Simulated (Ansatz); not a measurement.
# H8NPSi2: rigid torsion scan from a Python script

Wanted for H8NPSi2: a rigid torsion scan.

All numbers are computed with Ansatz 0.2.0 through its Python package. Level of theory: Hartree-Fock/def2-SVP.

**1. The structure**

Bond lengths: N1–Si2 1.693 Å, Si2–P3 2.178 Å, P3–Si4 2.198 Å, N1–H5 1.017 Å, N1–H6 1.016 Å, Si2–H7 1.475 Å, Si2–H8 1.475 Å, P3–H9 1.412 Å, Si4–H10 1.483 Å, Si4–H11 1.485 Å, Si4–H12 1.483 Å. Angles (14 of 18 angles, heavy atoms first): N1–Si2–P3 106.3°, Si2–P3–Si4 96.4°, N1–Si2–H7 107.3°, N1–Si2–H8 106.3°, P3–Si2–H7 114.6°, P3–Si2–H8 111.1°, Si2–N1–H5 109.1°, Si2–N1–H6 110.0°, Si2–P3–H9 97.7°, Si4–P3–H9 98.4°, P3–Si4–H10 109.0°, P3–Si4–H11 110.0°, P3–Si4–H12 109.4°, H7–Si2–H8 110.8°.

No structure file is read: the coordinates are typed or built in the script.

**2. The code**

torsion_h8npsi2.py

```python
# -*- coding: utf-8 -*-
import warnings

import ansatz as az
from ase import Atoms

SETTINGS = {
    'basis': 'def2-SVP',
    'functional': 'hf',
    'force_tol': 0.02,
}

warnings.simplefilter('ignore', az.DeckWarning)

atoms = Atoms(['N', 'Si', 'P', 'Si', 'H', 'H', 'H', 'H', 'H', 'H', 'H', 'H'], positions=[
    [-1.726, -0.1083, -0.9946],
    [-1.175, 0.4819, 0.4934],
    [0.2324, -0.9968, 1.2534],
    [2.0077, -0.1858, 0.2422],
    [-2.5319, 0.4369, -1.2904],
    [-1.0167, 0.0332, -1.7086],
    [-0.592, 1.8148, 0.2489],
    [-2.3616, 0.5806, 1.364],
    [-0.0695, -2.0319, 0.3412],
    [3.1284, -1.1463, 0.3874],
    [1.7219, 0.014, -1.2011],
    [2.3824, 1.1076, 0.8642],
])

first = (
    az.Crystal.molecule_from_ase(atoms).calculation()
    .basis(gaussian=SETTINGS['basis'])
    .functional(SETTINGS['functional'])
    .relax(force_tolerance=SETTINGS['force_tol'], max_steps=80)
)
atoms.positions = first.run(threads=1, backend='cpu').report['positions_ang']

start = atoms.get_dihedral(1, 2, 3, 9)
energies = {}
for turn in range(0, 121, 15):
    turned = atoms.copy()
    turned.set_dihedral(1, 2, 3, 9, start + turn, indices=[3, 9, 10, 11])
    calculation = (
        az.Crystal.molecule_from_ase(turned).calculation()
        .basis(gaussian=SETTINGS['basis'])
        .functional(SETTINGS['functional'])
    )
    energies[round((start + turn) % 360)] = calculation.run(threads=1, backend='cpu').report['free_energy_ev']
floor = min(energies.values())
print('dihedral Si1-P2-Si3-H9 (deg)   E - E(min) (kJ/mol)')
for angle, e in sorted(energies.items()):
    print(f'{angle:8d} {96.485332 * (e - floor):14.3f}  ' + '#' * int(30 * (e - floor) / max(max(energies.values()) - floor, 1e-9)))
```

**3. The calls as engine input**

The package turns the script's settings into the engine's input (first run):

```yaml
crystal:
  periodic: [false, false, false]
  atoms:
    - { symbol: "N", position_ang: [-1.726, -0.1083, -0.9946] }
    - { symbol: Si, position_ang: [-1.175, 0.4819, 0.4934] }
    - { symbol: P, position_ang: [0.2324, -0.9968, 1.2534] }
    - { symbol: Si, position_ang: [2.0077, -0.1858, 0.2422] }
    - { symbol: H, position_ang: [-2.5319, 0.4369, -1.2904] }
    - { symbol: H, position_ang: [-1.0167, 0.0332, -1.7086] }
    - { symbol: H, position_ang: [-0.592, 1.8148, 0.2489] }
    - { symbol: H, position_ang: [-2.3616, 0.5806, 1.364] }
    - { symbol: H, position_ang: [-0.0695, -2.0319, 0.3412] }
    - { symbol: H, position_ang: [3.1284, -1.1463, 0.3874] }
    - { symbol: H, position_ang: [1.7219, 0.014, -1.2011] }
    - { symbol: H, position_ang: [2.3824, 1.1076, 0.8642] }
basis:
  gaussian:
    orbitals: def2-SVP
hamiltonian:
  xc: hf
relax:
  f_tol: 0.02
  max_steps: 80
```

**4. The run**

Launch:

```bash
$ python torsion_h8npsi2.py
```

The log of the run:

```text
dihedral Si1-P2-Si3-H9 (deg)   E - E(min) (kJ/mol)
     195          0.000
     210          0.873  ####
     225          2.838  #############
     240          4.984  #######################
     255          6.300  ##############################
     270          6.154  #############################
     285          4.842  #######################
     300          3.475  ################
     315          3.099  ##############
```

Wall time 69 s (1 thread of Arm Neoverse V1, shared host); peak memory 0.29 GiB.

**5. How the relaxation of run 0 went**

Relaxation path:

| step | E - E(step 1) (eV) | largest force component (eV/Å) |
| --- | --- | --- |
| 1 | 0.0000 | 1.9342 |
| 2 | -0.2631 | 1.0349 |
| 3 | -0.3618 | 0.5445 |
| 4 | -0.3850 | 0.4120 |
| 5 | -0.4240 | 0.2366 |
| 6 | -0.4284 | 0.1823 |
| 7 | -0.4285 | 0.5379 |
| 8 | -0.4347 | 0.0323 |
| 9 | -0.4344 | 0.3109 |
| 10 | -0.4360 | 0.0524 |
| 11 | -0.4358 | 0.1294 |
| 12 | -0.4370 | 0.0373 |
| 13 | -0.4371 | 0.0633 |
| 14 | -0.4375 | 0.0322 |
| 15 | -0.4375 | 0.1123 |
| 16 | -0.4373 | 0.0683 |
| 17 | -0.4378 | 0.0187 |

Step 1 is the start. Steps 9, 11, 16 were tried and not accepted.

Before: Bond lengths: N1–Si2 1.693 Å, Si2–P3 2.178 Å, P3–Si4 2.198 Å, N1–H5 1.017 Å, N1–H6 1.016 Å, Si2–H7 1.475 Å, Si2–H8 1.475 Å, P3–H9 1.412 Å, Si4–H10 1.483 Å, Si4–H11 1.485 Å, Si4–H12 1.483 Å. Angles (14 of 18 angles, heavy atoms first): N1–Si2–P3 106.3°, Si2–P3–Si4 96.4°, N1–Si2–H7 107.3°, N1–Si2–H8 106.3°, P3–Si2–H7 114.6°, P3–Si2–H8 111.1°, Si2–N1–H5 109.1°, Si2–N1–H6 110.0°, Si2–P3–H9 97.7°, Si4–P3–H9 98.4°, P3–Si4–H10 109.0°, P3–Si4–H11 110.0°, P3–Si4–H12 109.4°, H7–Si2–H8 110.8°.

After: Bond lengths: N1–Si2 1.722 Å, Si2–P3 2.275 Å, P3–Si4 2.271 Å, N1–H5 1.001 Å, N1–H6 1.001 Å, Si2–H7 1.487 Å, Si2–H8 1.479 Å, P3–H9 1.413 Å, Si4–H10 1.480 Å, Si4–H11 1.485 Å, Si4–H12 1.481 Å. Angles (14 of 18 angles, heavy atoms first): N1–Si2–P3 113.3°, Si2–P3–Si4 101.6°, N1–Si2–H7 115.2°, N1–Si2–H8 106.7°, P3–Si2–H7 104.6°, P3–Si2–H8 108.7°, Si2–N1–H5 120.8°, Si2–N1–H6 122.9°, Si2–P3–H9 97.6°, Si4–P3–H9 97.4°, P3–Si4–H10 108.6°, P3–Si4–H11 113.9°, P3–Si4–H12 108.0°, H7–Si2–H8 108.2°.

Run 0 is this relaxation; the runs after it count from 1.

**6. What each run gave**

The 9 runs, in the order started:

```
run  turn (°)  energy from run 1 (eV)  SCF cycles  CPU time (s)
  1         0                  0.0000          11           1.6
  2        15                  0.0090          11           1.6
  3        30                  0.0294          11           1.6
  4        45                  0.0517          11           1.6
  5        60                  0.0653          11           1.6
  6        75                  0.0638          11           1.6
  7        90                  0.0502          11           1.6
  8       105                  0.0360          11           1.6
  9       120                  0.0321          11           1.6
```

**7. Outcome**

| quantity | value |
| --- | --- |
| runs compared | 9 |
| range of energy | 0.065 eV |
| lowest point, turn (°) | 0 |

**Reading.** The lowest point lies at a turn of 0°, the highest 0.065 eV (6.3 kJ/mol) above it at 60°. The grid can miss the true lowest and highest points, and the rest of the molecule is held rigid. Run 0: The relaxation took 13 moves; the largest shift is 0.604 Å, of atom 7 (H). The scan is rigid and the energies are electronic, in a modest basis. With rigid groups the curve can differ much from the relaxed path, the start wasn't checked as a minimum of this torsion, and equivalent turns needn't return to the same energy.
